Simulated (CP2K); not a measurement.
# One shape, several levels: BSi2H5ClOF (SMILES OB[Si](F)([SiH3])Cl)

Aim: a comparison of 3 runs (PM6, GFN0-xTB, GFN1-xTB) of BSi2H5ClOF. 

The calculation is run with CP2K 2026.2.

2 further runs of the same task are left out: 2 set aside as unsound or not needed.

**1. Starting point**

BSi2H5ClOF has 11 atoms, charge 0, and is taken as a singlet. As SMILES, `OB[Si](F)([SiH3])Cl`. The shape comes from a force field and isn't a relaxed structure. This is one conformer, not always the lowest.

Bond lengths: O1–B2 1.401 Å, B2–Si3 1.911 Å, Si3–F4 1.732 Å, Si3–Si5 2.254 Å, Si3–Cl6 2.113 Å, O1–H7 0.976 Å, B2–H8 1.146 Å, Si5–H9 1.490 Å, Si5–H10 1.450 Å, Si5–H11 1.450 Å. Some angles: O1–B2–Si3 119.0°, B2–Si3–F4 112.4°, B2–Si3–Si5 110.0°, B2–Si3–Cl6 110.6°, F4–Si3–Si5 106.8°, F4–Si3–Cl6 107.9°, Si5–Si3–Cl6 109.1°, O1–B2–H8 122.1°, Si3–B2–H8 118.8°, B2–O1–H7 108.7°.

**2. Energy and forces at PM6 (run 1)**

calc.inp

```
&FORCE_EVAL
 METHOD Quickstep
 &DFT
  # Quickstep
  &QS
   METHOD PM6
   EPS_DEFAULT 1.0E-08
   &SE
    &COULOMB
     CUTOFF [angstrom] 50
     RC_RANGE [angstrom] 0
    &END COULOMB
    &EXCHANGE
     CUTOFF [angstrom] 50
     RC_RANGE [angstrom] 0
    &END EXCHANGE
   &END SE
  &END QS
  # isolated system
  &POISSON
   PERIODIC NONE
   POISSON_SOLVER ANALYTIC
  &END POISSON
  &SCF
   SCF_GUESS ATOMIC
   EPS_SCF 1.0E-07
   MAX_SCF 30
   &OT
    MINIMIZER DIIS
    PRECONDITIONER FULL_ALL
   &END OT
   &OUTER_SCF
    EPS_SCF 1.0E-07
    MAX_SCF 10
   &END OUTER_SCF
  &END SCF
  # extra output
  &PRINT
   &MOMENTS
    PERIODIC F
    REFERENCE COM
    MAX_MOMENT 1
   &END MOMENTS
   &MO_CUBES
    NLUMO 1
    NHOMO -1
    WRITE_CUBE F
   &END MO_CUBES
   &HIRSHFELD OFF
   &END HIRSHFELD
  &END PRINT
 &END DFT
 # structure
 &SUBSYS
  # box in angstrom
  &CELL
   ABC 17.1 15.4 15.9
   PERIODIC NONE
  &END CELL
  &COORD
   SCALED T
   O    0.34954386   0.50034416   0.47643711
   B    0.39347368   0.45135714   0.53366981
   Si   0.49980117   0.48294805   0.55433648
   F    0.54557895   0.41272727   0.62378302
   Si   0.56849123   0.47832468   0.43345597
   Cl   0.50647368   0.60947403   0.60520440
   H    0.35666082   0.47599351   0.42031132
   H    0.36821637   0.39176623   0.56723585
   H    0.65045614   0.50416234   0.45299686
   H    0.53333918   0.54032468   0.37621698
   H    0.56441520   0.39052597   0.40088994
  &END COORD
 &END SUBSYS
 &PRINT
  &FORCES ON
  &END FORCES
 &END PRINT
&END FORCE_EVAL

&GLOBAL
 PROJECT_NAME calc
 RUN_TYPE ENERGY_FORCE
 PRINT_LEVEL MEDIUM
&END GLOBAL
```

Launch:

```console
OMP_NUM_THREADS=1 cp2k.psmp -i calc.inp > calc.out 2>&1
```

Output:

```text
CP2K| version string:                                       CP2K version 2026.2
[...]
 GLOBAL| Method name                                                        CP2K
[...]
 GLOBAL| Run type                                                   ENERGY_FORCE
[...]
                             - Atoms:                                         11
[...]
                             - Spherical basis functions:                     44
[...]
 Number of electrons:                                                         36
[...]
     1 OT DIIS     0.15E+00    0.0     0.24322105       -41.6158938290 -4.16E+01
[...]
    11 OT DIIS     0.15E+00    0.0     0.00000009       -47.3187688380 -2.37E-11
  *** SCF run converged in    11 steps ***
  Core-core repulsion energy [eV]:                           2366.77106431869470
  Core Hamiltonian energy [eV]:                             -2105.02712673206952
  Two-electron integral energy [eV]:                        -3098.70624011467999
  Electronic energy [eV]:                                   -3654.38024678940974
  Total energy [eV]:                                        -1287.60918247071459
  Atomic reference energy [eV]:                              1282.06294277788288
  Heat of formation [kcal/mol]:                              -127.89933585716255
[...]
 SE_DIPOLE| Moment [Debye]          0.31777212       1.42174272       3.60856934
 SE_DIPOLE| Derivative [a.u.]       0.00000000       0.00000000       0.00000000
 *** WARNING in qs_scf_post_se.F:140 :: Printing of MO cube files not ***
 *** implemented for Semi-Empirical method.                           ***
 ENERGY| Total FORCE_EVAL ( QS ) energy [hartree]            -47.318768838010271
 FORCES| Atomic forces [hartree/bohr]
 FORCES|   Atom     x               y               z               |f|
 FORCES|      1  9.42679156E-04 -1.63544012E-02 -1.34502787E-02   2.11958741E-02
 FORCES|      2 -2.03404046E-02  1.09430751E-02 -3.46001869E-03   2.33549713E-02
 FORCES|      3  8.88697341E-02 -4.43976433E-03  3.07820021E-02   9.41545156E-02
 FORCES|      4 -2.80715577E-02  3.51679931E-02 -3.46719076E-02   5.68061728E-02
 FORCES|      5 -7.08895769E-03  3.80115378E-03  3.94257826E-02   4.02379724E-02
 FORCES|      6 -1.57891847E-03 -1.46194379E-02 -3.25159686E-03   1.50596756E-02
 FORCES|      7 -1.09839561E-02  1.09478005E-02  7.18759745E-04   1.55247622E-02
 FORCES|      8 -1.96514404E-02 -2.06731872E-02  7.67854024E-03   2.95384455E-02
 FORCES|      9  3.83068859E-03 -3.71685588E-05 -2.59656133E-03   4.62792473E-03
 FORCES|     10 -6.12010140E-03  8.59555026E-03 -1.20619151E-02   1.60258829E-02
 FORCES|     11  1.92234572E-04 -1.33316135E-02 -9.11280631E-03   1.61496784E-02
 FORCES| Sum    -7.77156117E-16 -4.16333634E-17  4.44089210E-16
 FORCES| Total atomic force                                       8.96058142E-16
[...]
```

Wall time 1 s (1 thread of Arm Neoverse N1, shared host); peak memory 0.14 GiB.

**3. Energy and forces at GFN0-xTB (run 2)**

run.inp

```
&FORCE_EVAL
  METHOD QS
  &DFT
    CHARGE 0
    MULTIPLICITY 1
    &QS
      METHOD XTB
      EPS_DEFAULT 1.0E-10
      &XTB
        GFN_TYPE 0
        CHECK_ATOMIC_CHARGES F
      &END
    &END
    &POISSON
      PERIODIC NONE
      POISSON_SOLVER ANALYTIC
    &END
    &SCF
      SCF_GUESS ATOMIC
      EPS_SCF 1.0E-06
      MAX_SCF 150
      ADDED_MOS 2
      &DIAGONALIZATION
        ALGORITHM STANDARD
      &END
      &MIXING
        METHOD DIRECT_P_MIXING
        ALPHA 0.4
      &END
      &SMEAR ON
        METHOD FERMI_DIRAC
        ELECTRONIC_TEMPERATURE [K] 300
      &END
    &END
    &PRINT
      &MOMENTS
        PERIODIC F
        REFERENCE COM
        MAX_MOMENT 1
      &END
      &MO ON
        ENERGIES T
        OCCUPATION_NUMBERS T
        NDIGITS 6
        &EACH
          QS_SCF 0
        &END
        ADD_LAST NUMERIC
      &END
      &HIRSHFELD OFF
      &END
    &END
  &END
  &SUBSYS
    &CELL
      ABC [angstrom] 15.1 13.4 13.9
      PERIODIC NONE
    &END
    &COORD
      SCALED T
      O    0.32961589   0.50039552   0.47304676
      B    0.37936424   0.44409701   0.53851439
      Si   0.49977483   0.48040299   0.56215468
      F    0.55161589   0.39970149   0.64159353
      Si   0.57756291   0.47508955   0.42388129
      Cl   0.50733113   0.62581343   0.62034173
      H    0.33767550   0.47241045   0.40884532
      H    0.35076159   0.37561194   0.57691007
      H    0.67038411   0.50478358   0.44623381
      H    0.53775497   0.54634328   0.35840647
      H    0.57294702   0.37418657   0.38662950
    &END
  &END
  &PRINT
    &FORCES ON
    &END
  &END
&END

&GLOBAL
  PROJECT_NAME run
  RUN_TYPE ENERGY_FORCE
  PRINT_LEVEL MEDIUM
&END
```

Launch:

```console
OMP_NUM_THREADS=1 cp2k.psmp -i run.inp > run.out 2>&1
```

Output:

```text
CP2K| version string:                                       CP2K version 2026.2
[...]
 GLOBAL| Method name                                                        CP2K
[...]
 GLOBAL| Run type                                                   ENERGY_FORCE
[...]
                             - Atoms:                                         11
[...]
                             - Spherical basis functions:                     49
[...]
 Number of electrons:                                                         36
[...]
  Fermi energy:                                                -0.31348161826744
[...]
 TB_DIPOLE| Moment [Debye]         -2.43400291      -1.82676376      -3.39141933
 TB_DIPOLE| Derivative [a.u.]       0.00000000       0.00000000       0.00000000
[...]
 ENERGY| Total FORCE_EVAL ( QS ) energy [hartree]            -19.151931043410830
 FORCES| Atomic forces [hartree/bohr]
 FORCES|   Atom     x               y               z               |f|
 FORCES|      1  6.72383304E-03 -1.52214086E-02 -1.14957280E-02   2.02250581E-02
 FORCES|      2 -8.38616748E-03  1.74689324E-02 -9.02375069E-03   2.13756750E-02
 FORCES|      3  2.01556185E-02  4.69222047E-03  1.95933966E-02   2.84985452E-02
 FORCES|      4 -1.03859048E-02  1.42031855E-02 -8.77237818E-03   1.96609287E-02
 FORCES|      5  1.08768981E-02  2.98225583E-03  4.20567556E-03   1.20369626E-02
 FORCES|      6  7.17105621E-06 -1.15971344E-02 -1.00603519E-03   1.16406909E-02
 FORCES|      7 -4.66260053E-03  9.53702034E-03  1.32441505E-02   1.69735713E-02
 FORCES|      8 -1.37200769E-02 -1.87918448E-02  9.38604555E-03   2.50892764E-02
 FORCES|      9 -5.62947902E-03 -2.89260358E-03 -6.58317069E-03   9.13215888E-03
 FORCES|     10  1.93261664E-03  2.31038650E-04 -4.49620485E-03   4.89941262E-03
 FORCES|     11  3.08809131E-03 -6.11661728E-04 -5.05200054E-03   5.95257486E-03
 FORCES| Sum    -8.02309608E-17 -9.80118764E-17  2.31585584E-16
 FORCES| Total atomic force                                       2.63960637E-16
[...]
```

Run time: 0.46 s. Hardware: 1 thread of Arm Neoverse N1, shared host; peak memory 0.14 GiB.

**4. Energy and gradient at GFN1-xTB (run 3)**

calc.inp

```
&GLOBAL
  PROJECT_NAME calc
  RUN_TYPE ENERGY_FORCE
  PRINT_LEVEL MEDIUM
&END GLOBAL

&FORCE_EVAL
  METHOD Quickstep
  &DFT
    CHARGE 0
    MULTIPLICITY 1
    # Quickstep
    &QS
      METHOD XTB
      EPS_DEFAULT 1.0E-10
      &XTB
        GFN_TYPE 1
        CHECK_ATOMIC_CHARGES F
      &END XTB
    &END QS
    # isolated system
    &POISSON
      PERIODIC NONE
      POISSON_SOLVER ANALYTIC
    &END POISSON
    # self-consistent field
    &SCF
      SCF_GUESS ATOMIC
      EPS_SCF 1.0E-07
      MAX_SCF 150
      ADDED_MOS 2
      &DIAGONALIZATION
        ALGORITHM STANDARD
      &END DIAGONALIZATION
      &MIXING
        METHOD BROYDEN_MIXING
        ALPHA 0.3
        NBUFFER 8
      &END MIXING
      &SMEAR ON
        METHOD FERMI_DIRAC
        ELECTRONIC_TEMPERATURE [K] 300
      &END SMEAR
    &END SCF
    &PRINT
      &MOMENTS
        PERIODIC F
        REFERENCE COM
        MAX_MOMENT 1
      &END MOMENTS
      &MO ON
        ENERGIES T
        OCCUPATION_NUMBERS T
        NDIGITS 6
        &EACH
          QS_SCF 0
        &END EACH
        ADD_LAST NUMERIC
      &END MO
      &HIRSHFELD OFF
      &END HIRSHFELD
    &END PRINT
  &END DFT
  # structure
  &SUBSYS
    # box in angstrom
    &CELL
      ABC [angstrom] 13.1 11.4 11.9
      PERIODIC NONE
    &END CELL
    &COORD
      SCALED T
      O    0.30360305   0.50046491   0.46851681
      B    0.36094656   0.43428947   0.54498739
      Si   0.49974046   0.47696491   0.57260084
      F    0.55949618   0.38210526   0.66539076
      Si   0.58940458   0.47071930   0.41108824
      Cl   0.50845038   0.64788596   0.64056723
      H    0.31289313   0.46757018   0.39352521
      H    0.32797710   0.35378947   0.58983613
      H    0.69639695   0.50562281   0.43719748
      H    0.54351908   0.55447368   0.33460924
      H    0.58408397   0.35211404   0.36757563
    &END COORD
  &END SUBSYS
  # extra output
  &PRINT
    &FORCES ON
    &END FORCES
  &END PRINT
&END FORCE_EVAL
```

Launch:

```console
OMP_NUM_THREADS=1 cp2k.psmp calc.inp > calc.out
```

Output:

```text
CP2K| version string:                                       CP2K version 2026.2
[...]
 GLOBAL| Method name                                                        CP2K
[...]
 GLOBAL| Run type                                                   ENERGY_FORCE
[...]
                             - Atoms:                                         11
[...]
                             - Spherical basis functions:                     49
[...]
 Number of electrons:                                                         36
[...]
     1 NoMix/Diag. 0.30E+00    0.0     0.53911695       -21.8764560803 -2.19E+01
[...]
    72 Broy./Diag. 0.30E+00    0.0     9.7806E-09       -22.0177104543  1.04E-07
  *** SCF run converged in    72 steps ***
[...]
  Fermi energy:                                                -0.34298345945698
[...]
 TB_DIPOLE| Moment [Debye]         -0.53861441      -0.73065182      -2.45077062
 TB_DIPOLE| Derivative [a.u.]       0.00000000       0.00000000       0.00000000
[...]
 ENERGY| Total FORCE_EVAL ( QS ) energy [hartree]            -22.017710451452608
 FORCES| Atomic forces [hartree/bohr]
 FORCES|   Atom     x               y               z               |f|
 FORCES|      1  5.75450479E-03 -1.66758538E-02 -2.18319050E-02   2.80683184E-02
 FORCES|      2 -9.90889654E-03  1.17750293E-02  7.56807269E-03   1.71497309E-02
 FORCES|      3  4.08932266E-02  1.49540210E-02  5.35907767E-02   6.90496204E-02
 FORCES|      4 -2.12485231E-02  2.62018552E-02 -2.43658143E-02   4.16140584E-02
 FORCES|      5  1.96213966E-02  4.23665536E-03  1.10733615E-03   2.01040953E-02
 FORCES|      6  1.96673450E-04 -2.24026265E-02 -6.58250843E-03   2.33504983E-02
 FORCES|      7 -1.04187475E-02  1.24534245E-02  1.13475127E-02   1.98091930E-02
 FORCES|      8 -2.69864527E-02 -2.59980302E-02  5.97223531E-03   3.79451420E-02
 FORCES|      9 -5.28250491E-03 -3.49933485E-03 -1.08579774E-02   1.25716298E-02
 FORCES|     10  3.10355755E-03 -9.95274596E-05 -7.65131755E-03   8.25739883E-03
 FORCES|     11  4.27576570E-03 -9.45612573E-04 -8.29641098E-03   9.38119345E-03
 FORCES| Sum     1.30104261E-17  1.84314369E-17  3.50414142E-16
 FORCES| Total atomic force                                       3.51139659E-16
[...]
```

Wall time 0.75 s (1 thread of Arm Neoverse N1, shared host); peak memory 0.15 GiB.

**5. Overview of the runs**

```
run     level  SCF convergence threshold  iteration cap  energy (Eh)  dipole moment (D)  largest force (eV/Å)  wall time
  1       PM6                      1e-07             30   -47.318769               3.89                 4.842        1 s
  2  GFN0-xTB                      1e-06            150   -19.151931               4.56                 1.465     0.46 s
  3  GFN1-xTB                      1e-07            150   -22.017710               2.61                 3.551     0.75 s
```

**6. Outcome**

| quantity | value |
| --- | --- |
| run 3: total energy | -22.01771 Eh |
| run 3: dipole moment (from atomic charges alone) | 2.61 D |
| run 3: HOMO energy | -10.46 eV |
| run 3: LUMO energy | -8.46 eV |
| run 3: HOMO–LUMO gap | 2.00 eV |
| run 3: dispersion energy | -12.42 kJ/mol |
| run 3: largest force on an atom | 3.551 eV/Å |

In words: The dipole moment (its size) runs from 2.61 D (GFN1-xTB) to 4.56 D (GFN0-xTB). Some of these are taken from atomic charges alone. Force-field and semi-empirical energies have zeros of their own, so their totals don't compare. All runs together took 2.2 s, the longest 1 s.
